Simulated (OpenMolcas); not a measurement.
# CH3Cl3Sn (methyltin trichloride) at FNO-MP2/def2-SVPD (RICD fitting, core potential, virtual fraction 0.5), part 2 of 2

OpenMolcas 26.06.

### 3 The distorted shape

job.inp

```
* CH3Cl3Sn FNO-MP2
&GATEWAY
BasLib=$CurrDir
Coord
8
angstrom
C       -1.649888      -2.490244       0.757890
Sn      -0.090688      -2.016734      -0.747010
Cl       1.804722      -3.344554      -0.512500
Cl      -0.841678      -2.322284      -2.927820
Cl       1.354450       2.398940      -0.471490
H       -1.934228      -3.525264       0.616610
H       -1.215298      -2.330594       1.736520
H       -2.485368      -1.824094       0.583480
Basis=def2-SVPD
Group=NoSym
RICD
&SEWARD
&SCF
PrOrbitals=0
&MBPT2
FNOMP2=0.5
DoMP2
Frozen=20
```

The basis set def2-SVPD is read from a file made from the Basis Set Exchange's data (not shown).

Run with:

```console
$ export MOLCAS_MEM=1860
$ pymolcas job.inp > job.log
```

What it wrote:

```text
--- Start Module: gateway ---

                                              &GATEWAY

                       available to each process: 1.9 GB of memory, 1 thread

 Basis Set     1 Label: C.DEF2-SVPD
 Basis set is read from library:.
 basistype.tbl is not found

 Basis Set     2 Label: SN.DEF2-SVPD
 Basis set is read from library:.
 basistype.tbl is not found

 Basis Set     3 Label: CL.DEF2-SVPD
 Basis set is read from library:.
 basistype.tbl is not found

 Basis Set     4 Label: H.DEF2-SVPD
 Basis set is read from library:.
 basistype.tbl is not found

++    Symmetry information:
      ---------------------

                    Character Table for C1

                             E
                    a        1  x, y, xy, Rz, z, xz, Ry, yz, Rx, I
--

++    Basis set information:
      ----------------------

      Basis set label: C.DEF2-SVPD.........

      Electronic valence basis set:
      ------------------
      Associated Effective Charge   6.000000 au
      Associated Actual Charge      6.000000 au
      Nuclear Model: Point charge

      Shell  nPrim  nBasis  Cartesian Spherical Contaminant
         s       8       4        X
         p       4       2        X
         d       2       2                 X

      Basis set label: SN.DEF2-SVPD....ECP.....

      Electronic valence basis set:
      ------------------
      Associated Effective Charge  22.000000 au
      Associated Actual Charge     50.000000 au
      Nuclear Model: Point charge

      Shell  nPrim  nBasis  Cartesian Spherical Contaminant
         s      11       5        X
         p       7       4        X
         d       7       3                 X

      Pseudo Potential specification:
      =======================================

      Number of Core Electrons:  28

      Potential  nTerms
           H       2
         s-H       4
         p-H       6
         d-H       6

      Effective Core Potential specification:
      =======================================

      Basis set label: CL.DEF2-SVPD.........

      Electronic valence basis set:
      ------------------
      Associated Effective Charge  17.000000 au
      Associated Actual Charge     17.000000 au
      Nuclear Model: Point charge

      Shell  nPrim  nBasis  Cartesian Spherical Contaminant
         s      11       5        X
         p       8       4        X
         d       2       2                 X

      Basis set label: H.DEF2-SVPD.........

      Electronic valence basis set:
      ------------------
      Associated Effective Charge   1.000000 au
      Associated Actual Charge      1.000000 au
      Nuclear Model: Point charge

      Shell  nPrim  nBasis  Cartesian Spherical Contaminant
         s       4       2        X
         p       2       2        X
--

++    Molecular structure info:
      -------------------------

                    ************************************************
                    **** Cartesian Coordinates / bohr, angstrom ****
                    ************************************************

     Center  Label                x              y              z                     x              y              z
        1      C1              -3.117836      -4.705879       1.432205             -1.649888      -2.490244       0.757890
        2      SN2             -0.171375      -3.811075      -1.411644             -0.090688      -2.016734      -0.747010
        3      CL3              3.410430      -6.320291      -0.968485              1.804722      -3.344554      -0.512500
[... 4 lines of this table left out ...]
        8      H8              -4.696665      -3.447038       1.102617             -2.485368      -1.824094       0.583480

                    ***************************************
                    *    InterNuclear Distances / bohr    *
                    ***************************************

               1 C1            2 SN2           3 CL3           4 CL4           5 CL5           6 H6
    1 C1       0.000000
    2 SN2      4.191633        0.000000
    3 CL3      7.140581        4.395667        0.000000
    4 CL4      7.137531        4.396723        7.040907        0.000000
    5 CL5     11.090220        8.795353       10.887209       10.879718        0.000000
    6 H6       2.045864        5.186863        7.388634        7.368432       12.968473        0.000000
    7 H7       2.045862        5.185974        7.369139        8.842571       10.994147        3.379544
    8 H8       2.045973        5.189632        8.847036        7.386663       10.968746        3.379828

               7 H7            8 H8
    7 H7       0.000000
    8 H8       3.379981        0.000000

                    *******************************************
                    *    InterNuclear Distances / angstrom    *
                    *******************************************

               1 C1            2 SN2           3 CL3           4 CL4           5 CL5           6 H6
    1 C1       0.000000
    2 SN2      2.218116        0.000000
    3 CL3      3.778633        2.326087        0.000000
    4 CL4      3.777019        2.326645        3.725888        0.000000
    5 CL5      5.868692        4.654300        5.761263        5.757299        0.000000
    6 H6       1.082624        2.744770        3.909897        3.899206        6.862620        0.000000
    7 H7       1.082623        2.744299        3.899580        4.679287        5.817852        1.788378
    8 H8       1.082683        2.746235        4.681650        3.908854        5.804410        1.788528

               7 H7            8 H8
    7 H7       0.000000
    8 H8       1.788609        0.000000

[... 65 lines left out ...]
      Nuclear repulsion energy =  415.96339566
[... 43 lines left out ...]
++ Convergence information
                                   SCF        iterations: Energy and convergence statistics
[... 22 lines left out ...]
       Convergence after  15 Iterations
[... 3 lines left out ...]
 *                                             SCF/KS-DFT Program, Final results                                             *
 *                                                       Final Results                                                       *
[... 1 line left out ...]

::    Total SCF energy                              -1630.9905780588
      One-electron energy                           -3160.7231911019
      Two-electron energy                            1113.7692173838
      Nuclear repulsion energy                        415.9633956593
      Kinetic energy (interpolated)                  1499.4833547332
      Virial theorem                                    1.0877016893
      Total spin, S(S+1)                                0.0000000000
      Total spin, S                                     0.0000000000
      Max non-diagonal density matrix element           0.0000174547
      Max non-diagonal Fock matrix element              0.0000014771

      No orbitals printed

++    Molecular charges:
      ------------------

      Mulliken charges per centre
      ---------------------------

                C1      SN2     CL3     CL4     CL5     H6      H7      H8
      Total    6.3016 20.0684 17.5955 17.5959 17.7493  0.9080  0.8904  0.8907

      N-E     -0.3016  1.9316 -0.5955 -0.5959 -0.7493  0.0920  0.1096  0.1093

      Total electronic charge=   82.000000

      Total            charge=   -0.000000
--

++    Molecular properties:
      ---------------------

      Charge (e):
                      =   -0.0000
      Dipole Moment (debye):
      Origin of the operator (angstrom)=    0.1863   -1.6416   -0.8936
                   X= -6.9615E+00               Y= -1.3714E+01               Z=  1.8629E+00           Total=  1.5492E+01
      Quadrupole Moment (debye*angstrom):
      Origin of the operator (angstrom)=    0.1863   -1.6416   -0.8936
                  XX= -7.0727E+01              XY= -1.2284E+01              XZ= -6.6441E+00              YY= -1.2268E+02
                  YZ= -7.8597E+00              ZZ= -6.8121E+01
      In traceless form (debye*angstrom)
                  XX=  2.4674E+01              XY= -1.8426E+01              XZ= -9.9662E+00              YY= -5.3257E+01
                  YZ= -1.1790E+01              ZZ=  2.8584E+01
--

--- Stop Module: scf /rc=_RC_ALL_IS_WELL_ ---
--- Module scf spent 9 seconds ---

--- Start Module: mbpt2 ---

                                               &MBPT2

                       available to each process: 1.9 GB of memory, 1 thread

WARNING!
Default frozen orbitals as non valence orbitals is overwritten by user input.
Default values:  16

      Cartesian coordinates in angstrom:
      -----------------------------------------------------
      No.  Label        X            Y            Z
      -----------------------------------------------------
       1   C1        -1.64988800  -2.49024400   0.75789000
       2   SN2       -0.09068800  -2.01673400  -0.74701000
       3   CL3        1.80472200  -3.34455400  -0.51250000
[... 4 lines of this table left out ...]
       8   H8        -2.48536800  -1.82409400   0.58348000
      -----------------------------------------------------
      Nuclear repulsion energy =  415.96339566

      Contents of RUNFILE file:
      -------------------------

      Symmetry species                           1
                                                 a
      Number of basis functions                157
      Frozen occupied orbitals                  20
      Active occupied orbitals                  21
      Active external orbitals                 116
      Deleted external orbitals                  0

      Reference numbers of frozen occupied orbitals according to the original input sequence
      symmetry species 1                        1  2  3  4  5  6  7  8  9 10 11 12 13 14 15 16 17 18 19 20

      Energies of the active occupied orbitals

      symmetry species 1                    -1.503286     -1.502280     -1.497957     -1.494829     -1.492664
                                            -1.157020     -1.137878     -1.039801     -0.907597     -0.713731
                                            -0.682760     -0.681859     -0.579324     -0.566902     -0.548603
                                            -0.531012     -0.524531     -0.511354     -0.326395     -0.326343
                                            -0.303818

      Energies of the active external orbitals

      symmetry species 1                    -0.136207      0.017857      0.033831      0.036316      0.064885
                                             0.098510      0.099390      0.105586      0.116342      0.118109
                                             0.122989      0.130206      0.139398      0.152497      0.159140
                                             0.165872      0.186356      0.194082      0.203006      0.208311
[... 18 lines of this table left out ...]
                                             3.300095      3.304728     15.373711     16.015992     16.256331
                                            52.626953

      ********************************************************************************************************
      *                                               Results                                                *
      ********************************************************************************************************

-------------------------------------------------------
 Start FNO-MP2 section
-------------------------------------------------------

 NOs specified:  50% of the total virtual space
 ------------------------------------------------------
    Symm.     Trace     (Full Dmat)     (Partial Dmat)
 ------------------------------------------------------
       1               0.906328E-01      0.893203E-01
 ------------------------------------------------------
   Sum :               0.906328E-01      0.893203E-01
 ------------------------------------------------------

 Secondary orbitals after selection:  58
 Deleted orbitals after selection:    58

 Energies of the active virtual orbitals

 symmetry species 1                         -0.130135      0.070207      0.113847      0.165005      0.249616
                                             0.349570      0.363913      0.398376      0.413218      0.433988
                                             0.434442      0.436638      0.446101      0.455606      0.474752
                                             0.477424      0.493275      0.556910      0.574144      0.651604
[... 7 lines of this table left out ...]
                                             2.071372      2.265258      2.284438

-------------------------------------------------------
 End FNO-MP2 section
-------------------------------------------------------

       SCF energy                           =    -1630.9905780588 a.u.
       Second-order correlation energy      =       -0.6757335137 a.u.
       ( Opposite-Spin contribution         =       -0.4930378756 )
       ( Same-Spin contribution             =       -0.1762526151 )
       ( Truncation error estimate          =       -0.0064430230 )

       Total energy                         =    -1631.6663115725 a.u.

       Reference weight ( Cref**2 )         =        0.76820

::    Total MBPT2 energy                            -1631.6663115725

       Zeroth-order energy (E0)             =     -517.2213606751 a.u.

       Shanks-type energy S1(E)             =    -1631.6667217948 a.u.

--- Stop Module: mbpt2 /rc=_RC_ALL_IS_WELL_ ---

.##################.
.# Happy landing! #.
.##################.

    Timing: Wall=13.63 User=12.75 System=0.67
```

Wall time 14 s (1 thread of Intel Xeon Platinum 8488C (Sapphire Rapids), shared host); peak memory 0.12 GiB.

### 4 Summary of results

This closing draws on all 2 parts.

At FNO-MP2/def2-SVPD (RICD fitting, core potential, virtual fraction 0.5), 20 core orbitals frozen:

| quantity | value |
| --- | --- |
| first shape: total energy | -1631.83386 Eh |
| first shape: dipole moment (mean-field density) | 3.72 D |
| first shape: HOMO energy (Hartree–Fock orbitals) | -11.93 eV |
| first shape: LUMO energy (Hartree–Fock orbitals) | 0.91 eV |
| first shape: HOMO–LUMO gap (Hartree–Fock orbitals) | 12.84 eV |
| first shape: correlation energy (20 core orbitals frozen) | -667.2 mEh |
| distorted shape: total energy | -1631.66631 Eh |
| distorted shape: dipole moment (mean-field density) | 15.49 D |
| distorted shape: HOMO energy (Hartree–Fock orbitals) | -8.27 eV |
| distorted shape: LUMO energy (Hartree–Fock orbitals) | -3.71 eV |
| distorted shape: HOMO–LUMO gap (Hartree–Fock orbitals) | 4.56 eV |
| distorted shape: correlation energy (20 core orbitals frozen) | -675.7 mEh |
| energy change with the Sn2–Cl5 bond stretched from 2.327 to 4.654 Å | 4.559 eV |

One bond (distorted shape) is far stretched, which a spin-restricted single reference describes badly; perturbation theory on it can break down and give far too much correlation. With the Sn2–Cl5 bond stretched from 2.327 to 4.654 Å the energy rises by 4.56 eV (440 kJ/mol). The first shape isn't relaxed at this level, so the change isn't measured from a minimum. A restricted reference can't describe the breaking bond well at this length. Mulliken charges (distorted shape) of the mean-field density run from -0.75 on Cl5 to +1.93 on Sn2; in a basis this large or diffuse they mean little.
